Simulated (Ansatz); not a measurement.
**Al3Ru: one candidate of a structure search**

The task: take a trial cell of Al3Ru to zero force and stress.

Method: DFT PBE, scalar-relativistic, plane waves, PAW, in Ansatz 0.2.0.

**1. The starting structure**

It takes space group Pm-3n (No. 223, cubic). The conventional cell has a = 5.217 Å, b = 5.217 Å, c = 5.217 Å, α = 90.00°, β = 90.00°, γ = 90.00°. Al (site symmetry -4m2) is surrounded by 2 Al at 2.61 Å and 4 Ru at 2.92 Å. Ru (site symmetry m-3) is surrounded by 12 Al at 2.92 Å.

As a file:

```
Al Ru
1.0
     5.21714    0.00000    0.00000
     0.00000    5.21714    0.00000
     0.00000    0.00000    5.21714
Al Ru
6 2
Direct
  0.50000 0.25000 0.00000
  0.50000 0.75000 0.00000
  0.25000 0.00000 0.50000
  0.75000 0.00000 0.50000
  0.00000 0.50000 0.25000
  0.00000 0.50000 0.75000
  0.50000 0.50000 0.50000
  0.00000 0.00000 0.00000
```

A structure generator made this guess: species swapped into a database cell of Zr3Au (Pm-3n, No. 223), with Al on the Zr sites and Ru on the Au sites. Lengths come from tabulated atomic sizes and are only a guess.

**2. The guess as it stands, on a coarse mesh**

Contents of input.yaml:

```yaml
crystal:
  lattice:
    - [5.21713753, 0.0, 0.0]
    - [0.0, 5.21713753, 0.0]
    - [0.0, 0.0, 5.21713753]
  atoms:
    - { symbol: Al, position: [0.5, 0.25, 0.0] }
    - { symbol: Al, position: [0.5, 0.75, 0.0] }
    - { symbol: Al, position: [0.25, 0.0, 0.5] }
    - { symbol: Al, position: [0.75, 0.0, 0.5] }
    - { symbol: Al, position: [0.0, 0.5, 0.25] }
    - { symbol: Al, position: [0.0, 0.5, 0.75] }
    - { symbol: Ru, position: [0.5, 0.5, 0.5] }
    - { symbol: Ru, position: [0.0, 0.0, 0.0] }
basis:
  ecutwfc: 420
kpoints:
  mp_grid: { grid: [4, 4, 4] }
hamiltonian:
  xc: pbe
scf:
  occupations: { method: gaussian, width: 0.1 }
  lower_state_search: "off"
output:
  forces: true
  stress: true
  eigenvalues: true
```

Started as:

```sh
ansatz run input.yaml --threads 1 --pin off --max-ram 2560MiB --backend cpu --events-out ev --progress --plain --runs-dir out
```

Further runs follow: a loose first relaxation; spin check on a coarse mesh; final relaxation.

Before running it: what results should come out? Wanted: conventional cell; volume; energy over the elements; gap on the mesh.

**Answer**, as computed:

| quantity | value |
| --- | --- |
| symmetry at the end (tolerance 0.05 Å) | space group Pm-3n (No. 223) |
| conventional cell | a = 4.904 Å, b = 4.904 Å, c = 4.904 Å, α = 90.00°, β = 90.00°, γ = 90.00° |
| volume | 14.74 Å³/atom |
| energy over the elements | -0.42 eV/atom |
| gap on the mesh | none (metal) |

**Reading.** The space group Pm-3n (No. 223) is kept, and the volume per atom shrinks by 16.9 % from the first guess. It lies below the elements, which doesn't yet make it stable: competing phases were not computed in this session. No finished test with a distortion of lower symmetry is shown, so the end may be a saddle point. Other magnetic orders were not searched.
